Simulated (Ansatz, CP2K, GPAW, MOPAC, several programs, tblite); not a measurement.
# What cheap methods get right for CaO

How much accuracy does each second buy? CaO is computed with 11 methods, from the cheapest up to r2SCAN.

Method: no spin polarisation, static lattice; gaps from single points on the cell relaxed beforehand with r²SCAN, in MOPAC, tblite, CP2K, GPAW, Ansatz (versions at each run).

### Step 1. The structure to begin with

Symmetry: Fm-3m, No. 225, cubic system. The conventional cell has a = 4.795 Å, b = 4.795 Å, c = 4.795 Å, α = 90.00°, β = 90.00°, γ = 90.00°. Ca (site symmetry m-3m) has 6 O at 2.40 Å as nearest neighbours. Around O (site symmetry m-3m) lie 6 Ca at 2.40 Å.

Coordinates:

```
Ca O
1.0
     0.00000    2.39755    2.39755
     2.39755    0.00000    2.39755
     2.39755    2.39755    0.00000
Ca O
1 1
Cartesian
  0.0000 0.0000 0.0000
  2.3976 2.3976 2.3976
```

The structure type (rocksalt) is imposed and need not be the compound's stable one.

**Question.** The methods are PM6, PM7, GFN1-xTB (tblite), GFN2-xTB (tblite), PBE/DZVP, PBE/single-zeta, PBE/SZV, coarse PBE, GLLB-SC, PBE, r2SCAN. What gap does r2SCAN give on this cell, and which other methods (full PBE left aside) come nearest to r2SCAN and farthest in gap, volume and bulk modulus?

| quantity | value |
| --- | --- |
| r2SCAN | gap 4.20 eV, 13.78 Å³/atom, B₀ 117 GPa |
| gap: nearest and farthest of the other methods | coarse PBE (-0.58 eV), GFN1-xTB (tblite) (-4.20 eV) |
| volume: nearest and farthest of the other methods | PM7, PBE/DZVP (about 3.8 % off) |
| bulk modulus: nearest and farthest of the other methods | PM7, PBE/DZVP (about 13 % off) |

Among the 9 methods compared for the gap (full PBE left aside), coarse PBE is nearest to r2SCAN and GFN1-xTB (tblite) farthest. For the volume (full PBE left aside), PM7, PBE/DZVP tie for nearest to r2SCAN. For the bulk modulus (full PBE left aside), PM7, PBE/DZVP tie for nearest to r2SCAN. A minimal basis or a coarse cutoff and mesh shifts results by its own error, so closeness to r2SCAN can be chance. Cluster runs see only the k-points that fold onto the zone centre, so their gaps can miss the band edges. GLLB-SC is compared with its derivative discontinuity added. No volume is given for PM6, GFN1-xTB (tblite), GFN2-xTB (tblite), PBE/single-zeta, PBE/SZV, coarse PBE, which can hide a larger miss. CPU times run from 0.5 s (coarse PBE) to 18 s (PBE/single-zeta). On this cell PM7, GFN1-xTB (tblite), GFN2-xTB (tblite), PBE/DZVP, PBE/single-zeta, PBE/SZV, GLLB-SC cost more than r2SCAN itself (3.5 s), so they are no saving here. GFN1-xTB (tblite) disagrees with r2SCAN even on whether there is a gap. r2SCAN is a yardstick, not the truth: it usually gives gaps below the measured ones.
